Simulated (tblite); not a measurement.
# C5H13GeN: the cost of one run

Programs: tblite 0.8.0 and PySCF 2.14.0, with density-fitted response routines of our own. Each step states its level of theory. These are calculated values for one molecule in the gas phase, unless marked as measured. Atoms are numbered from 0 throughout.

## Step 1: The molecule as given

20 atoms, charge 0, multiplicity 1; geometry from: force field or distance geometry start.

Bonds of the start (Å): C0–C1 1.31, C1–Ge2 1.93, Ge2–C3 1.93, C3–C4 1.48, C4–C5 1.51, C5–N6 1.46, C0–H7 1.08, C0–H8 1.09, C1–H9 1.09, Ge2–H10 1.55, Ge2–H11 1.54, C3–H12 1.14, C3–H13 1.11, C4–H14 1.12, C4–H15 1.11, C5–H16 1.10, C5–H17 1.11, N6–H18 1.05, N6–H19 1.03.

## Step 2: Relaxing the molecule with GFN2-xTB

The job: settings as JSON, then the geometry in Å.

```
{"job": {"kind": "relax", "xc": "GFN2-xTB", "basis": "xTB"}, "charge": 0, "multiplicity": 1}
C     -3.977700     0.330800    -1.116000
C     -3.055600     0.168700    -0.195300
Ge    -1.401000    -0.780300    -0.489300
C      0.046300    -0.086100     0.587300
C      1.343600    -0.053400    -0.132400
C      2.478600     0.481500     0.708100
N      3.676900     0.472800    -0.122300
H     -3.894800    -0.042000    -2.123900
H     -4.878600     0.878000    -0.847300
H     -3.211200     0.571900     0.808700
H     -1.652800    -2.265400    -0.116200
H     -0.957500    -0.749400    -1.964200
H      0.163200    -0.812400     1.455800
H     -0.217700     0.868200     1.082600
H      1.262100     0.614600    -1.033000
H      1.659900    -1.040500    -0.526000
H      2.679900    -0.148900     1.593000
H      2.290400     1.540600     0.971700
H      4.282500    -0.336700     0.149000
H      3.358400     0.398700    -1.102900
```

Started as:

```
$ OMP_NUM_THREADS=1 python probes_run.py task.json out
```

One launch serves the whole session: the jobs run in the order shown.

Q: Estimate the wall time of this first job on 1 thread of Arm Neoverse N1, shared host.

About 2 s.
